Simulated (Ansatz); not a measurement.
# TiSi: the cost of one run

Method: DFT PBEsol, scalar-relativistic, plane waves, PAW, in Ansatz 0.2.0.

2 further runs of the same task are left out: 1 that didn't finish, 1 set aside as unsound or not needed. Runs told in other sessions of the task aren't counted.

## 1. The starting structure

The structure is orthorhombic, space group Cmmm (No. 65). Conventional cell: a = 3.605 Å, b = 4.133 Å, c = 3.793 Å, α = 90.00°, β = 90.00°, γ = 90.00°. Ti (site symmetry mmm) has 8 Si at 2.62 to 2.80 Å and 4 Ti at 2.74 Å in its first shell of neighbours. Around Si (site symmetry mmm) lie 8 Ti at 2.62 to 2.80 Å and 4 Si at 2.74 Å.

As a file:

```xyz
2
Lattice="1.8027 -2.0663 0.0000 1.8027 2.0663 0.0000 0.0000 0.0000 3.7927" Properties=species:S:1:pos:R:3 pbc="T T T"
Ti    1.8027    0.0000    0.0000
Si    0.0000    0.0000    1.8964
```

It goes back to an entry of the Materials Project, which need not be the stable form.

It is the result of an earlier relaxation at this level (volume 14.13 Å³/atom; gap on the mesh: none (metal)).

## 2. The undisturbed cell

Contents of input.yaml:

```yaml
crystal:
  lattice:
    - [1.8026697261, -2.0662876276, 0.0]
    - [1.8026697261, 2.0662876276, 0.0]
    - [0.0, 0.0, 3.7927044821]
  atoms:
    - { symbol: Ti, position: [0.5, 0.5, 0.0] }
    - { symbol: Si, position: [0.0, 0.0, 0.5] }
basis:
  ecutwfc: 420
kpoints:
  mp_grid: { grid: [22, 22, 16] }
hamiltonian:
  xc: pbesol
scf:
  occupations: { method: gaussian, width: 0.15 }
output:
  forces: true
  stress: true
  eigenvalues: true
  write_density: true
  write_potential: true
  elf: true
  volumetric_format: npy
```

Started as:

```sh
> ansatz run input.yaml --threads 1 --pin off --max-ram 2560MiB --backend cpu --events-out ev --progress --plain --runs-dir out
```

What time and memory should one allow on 1 thread of AMD EPYC 7R43 (Zen 3), shared host?

About 24 s, with a peak of 0.67 GiB.
